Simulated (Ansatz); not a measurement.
**SrCd3 (Fm-3m): frozen displacement of one atom**

Aim: a frozen displacement of one atom, for SrCd3 (Fm-3m), run from a script.

Program: Ansatz 0.2.0 through its Python package. Level of theory: DFT r2SCAN, plane waves, PAW. These are calculated values, not measurements.

### 1 The structure

Symmetry: Fm-3m, No. 225, cubic system. Conventional cell: a = 7.438 Å, b = 7.438 Å, c = 7.438 Å, α = 90.00°, β = 90.00°, γ = 90.00°. Around Sr (site symmetry m-3m) lie 8 Cd at 3.22 Å. Cd (site symmetry -43m) is surrounded by 4 Sr at 3.22 Å and 4 Cd at 3.22 Å. Cd (site symmetry m-3m) is surrounded by 8 Cd at 3.22 Å.

No structure file is read: the coordinates are typed or built in the script.

### 2 The code

The input, push_srcd3.py:

```python
# -*- coding: utf-8 -*-
"""Energy and force of SrCd3 as one atom is pushed off its site."""

import warnings

import ansatz as az
import numpy as np


def main():
    warnings.simplefilter("ignore", az.DeckWarning)

    xtal = (
        az.Lattice.of((0.0, 3.71876144, 3.71876144), (3.71876144, 0.0, 3.71876144), (3.71876144, 3.71876144, 0.0))
        .atom("Sr", (0.0, 0.0, 0.0))
        .atom("Cd", (0.25, 0.25, 0.25))
        .atom("Cd", (0.75, 0.75, 0.75))
        .atom("Cd", (0.5, 0.5, 0.5))
    )

    inverse = np.linalg.inv(np.array(xtal.lattice.vectors))
    home = np.array(xtal.sites[2].position)
    values = np.linspace(-0.2, 0.2, 5)
    energies, pulls = [], []
    for shift in values:
        moved = xtal.move(2, to=home + shift * inverse[1])
        setup = (
            moved.calculation()
            .functional("r2scan")
            .pseudopotentials("paw")
            .basis(20 * az.Ha)
            .kpoints(6)
            .occupations("Fermi-Dirac")
            .forces()
        )
        summary = setup.run(threads=1, backend="cpu").report
        energies.append(summary["free_energy_ev"])
        pulls.append(summary["forces_ev_ang"][2][1])

    # the force is minus the slope of the free energy
    print("shift (A)   dE (eV)   force along y (eV/A)")
    for shift, e, f in zip(values, energies, pulls):
        print(f"{shift:8.3f} {e - energies[2]:10.5f} {f:12.4f}")
    print(f"stiffness from energies {2 * np.polyfit(values, energies, 2)[0]:.3f}, from forces {-np.polyfit(values, pulls, 1)[0]:.3f} eV/A^2")


if __name__ == "__main__":
    main()
```

### 3 What the engine is handed

The engine receives this input (first run):

```yaml
crystal:
  lattice:
    - [0.0, 3.71876144, 3.71876144]
    - [3.71876144, 0.0, 3.71876144]
    - [3.71876144, 3.71876144, 0.0]
  atoms:
    - { symbol: Sr, position: [0.0, 0.0, 0.0] }
    - { symbol: Cd, position: [0.25, 0.25, 0.25] }
    - { symbol: Cd, position: [0.723109326421326, 0.776890673578674, 0.723109326421326] }
    - { symbol: Cd, position: [0.5, 0.5, 0.5] }
basis:
  ecutwfc: 544.22772491976
kpoints:
  mp_grid:
    grid: [6, 6, 6]
hamiltonian:
  xc: r2scan
  pseudopotentials:
    kind: paw
scf:
  occupations:
    method: fermi_dirac
output:
  forces: true
```

### 4 Launch

Started as:

```bash
$ python push_srcd3.py
```

**Question.** How stiff is this displacement, and do energies and forces agree?

As calculated:

```
                                    quantity           value
                               runs compared               5
                             range of energy  11.92 meV/atom
lowest point, shift of atom 3 from run 1 (Å)           0.200
```

What this shows: The curvature of the energy gives 2.385 eV/Å² and the slope of the force 2.393 eV/Å², a positive curvature. Reading the output:
- The mesh is modest for a metal, so energies can be off by several to tens of meV an atom and pressures by half a GPa or more; differences at equal mesh fare better.
- In a metal a curvature from energy changes of a few meV or less hangs on mesh and smearing, in size and even in sign.
- The structure comes from a database of computed cells and needn't be a stable or known phase.
- All periodic images of the atom move with it, so the curvature is one diagonal element of the zone-centre force constants and no normal mode; a positive value doesn't exclude soft modes in which several atoms move.
